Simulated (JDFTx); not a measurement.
Crystal: Ta3N.

```
Ta N
1.0
     3.03222    0.00000    0.00000
    -1.51611    2.62598    0.00000
     0.00000    0.00000    7.52414
Ta N
3 1
Cartesian
  1.5161 0.8753 6.2155
  0.0000 1.7507 1.3087
  0.0000 0.0000 3.7621
  0.0000 0.0000 0.0000
```

The cell comes from a database or a generator and needn't be the stable form of this composition.

```yaml
Program: JDFTx 1.7.0 (patched build)
Task: single point
Functional: PBEsol
Potentials_or_basis: PseudoDojo-SR-PBEsol-0.4.1-standard with smoothed tails
Cutoff: 1143 eV
Density_cutoff: 9143 eV
k_mesh: 10 × 10 × 4
Occupations: fermi-dirac, width 0.05 eV
Spin: no spin polarisation
```

On this cell: pressure -8.1 GPa; largest force 0.396 eV/Å; band gap on the k mesh none (metal or under the smearing width).

The same run follows on a disturbed copy (atoms moved at random, drawn with an rms of 0.05 Å):

```
Ta N
1.0
     3.03222    0.00000    0.00000
    -1.51611    2.62598    0.00000
     0.00000    0.00000    7.52414
Ta N
3 1
Direct
  0.67856 0.35183 0.82240
  0.34771 0.66490 0.17549
  0.99945 0.00065 0.49519
  0.99628 0.01546 0.99323
```

Question: What changes?

Answer: The energy (extrapolated to zero smearing) moves by +16.1 meV/atom; pressure -8.2 GPa; largest force 1.162 eV/Å; band gap on the k mesh none (metal or under the smearing width).

Forces on the atoms (eV/Å):
```
Ta  -0.257 -0.011  0.188
Ta  -0.346  0.169 -1.096
Ta  -0.003  0.024  0.349
N    0.606 -0.181  0.560
```

Stress tensor (GPa, compression positive):
```
-9.19  0.03 -0.44
 0.03 -8.45  0.57
-0.44  0.57 -7.03
```

Caveats: the empty levels aren't tightly converged.
